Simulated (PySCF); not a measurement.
# The bond of BI+, level by level

Aim: find the lowest electronic state of BI+, scan its bond at several levels of theory, and get bond length, wavenumber and dissociation energy from each curve.

Method: B aug-cc-pVDZ, I aug-cc-pVDZ-PP with ECP28, scalar-relativistic core potentials; program: PySCF 2.14.0.

## (1) Set-up

The job is set up so:

| Property | Result |
| --- | --- |
| atoms | B, I |
| charge | 1 |
| basis | B aug-cc-pVDZ, I aug-cc-pVDZ-PP with ECP28 |
| Hamiltonian | scalar-relativistic core potentials |
| basis functions | 55 |
| electrons treated | 29 |
| masses in u | 11.0093, 126.9045 |
| levels | PBE0, PBE, r²SCAN, B3LYP, TPSS, B2PLYP, ωB97X, HF, MP2, SCS-MP2, CCSD, CCSD(T) |
| grid | 80 radial by 434 angular points |
| occupations | held fixed by the projection of orbital angular momentum |
| dissociation limit | B+ + I, each in its ground configuration |
| starting distance in angstrom | 2.225 |
| values of 2S to try | 1, 3 |

On the command line:

```console
$ OMP_NUM_THREADS=1 python dia.py task.json out
```

After this run come: First curve: PBE0; Other states along the same grid; PBE (GGA); r²SCAN (meta-GGA); B3LYP (global hybrid GGA); TPSS; B2PLYP (double hybrid); ωB97X (range-separated hybrid); UHF (mean field); Adding correlation.

**Question.** What will these runs give? Wanted: for each run, Re; ωe; De; μ.

As calculated:

Lowest PBE0 solution found, without spin–orbit coupling: ²Σ⁺ (doublet), unpaired electrons σ ↑. State 2 has its PBE0 minimum 1.52 eV higher. State 3 has its PBE0 minimum 3.27 eV higher. The other levels ran on the lowest alone.

```csv
level,Re (Å),ωe (cm⁻¹),De (eV),μ (D)
UHF,1.978,787,1.93,-3.72
UHF-MP2,1.966,851,2.81,n/a
UHF-SCS-MP2,1.973,828,2.52,n/a
UHF-CCSD,1.983,780,2.21,n/a
UHF-CCSD(T),1.987,781,2.42,n/a
PBE,1.982,779,3.61,-2.66
TPSS,1.983,776,3.45,-2.74
r²SCAN,1.974,802,3.56,-2.87
B3LYP,1.981,776,3.09,-2.90
PBE0,1.968,805,3.27,-2.88
ωB97X,1.973,796,2.83,-3.02
B2PLYP,1.978,796,2.95,-3.25
```

De is counted to B+ + I in their ground configurations. A positive dipole points from B to I; in an ion it is taken about the centre of mass and does not tell which atom is negative.

Differences from CCSD(T) in the same basis:

```csv
level,Re (mÅ),ωe (%)
UHF,-9,+0.8
UHF-MP2,-21,+9.0
UHF-SCS-MP2,-14,+6.0
UHF-CCSD,-5,-0.1
PBE,-5,-0.2
TPSS,-4,-0.6
r²SCAN,-14,+2.6
B3LYP,-6,-0.6
PBE0,-19,+3.1
ωB97X,-15,+1.9
B2PLYP,-9,+1.9
```

**Reading.** Against CCSD(T) in the same basis, the bond length is nearest at TPSS (-4 mÅ) and farthest at UHF-MP2 (-21 mÅ); the wavenumber is nearest at UHF-CCSD (-0.1 %) and farthest at UHF-MP2 (+9.0 %). CCSD(T) in a basis this small is itself some way from its limit, more so than the functionals. Among the levels with a De in the table, it runs from 1.93 eV (UHF) to 3.61 eV (PBE).

Correlated steps freeze 5 core orbitals. These are scalar-relativistic numbers at best; spin–orbit coupling would shift them, the dissociation energy most. B2PLYP dipoles, levels and charges come from its SCF part alone. With spin–orbit coupling the term label itself may not hold.
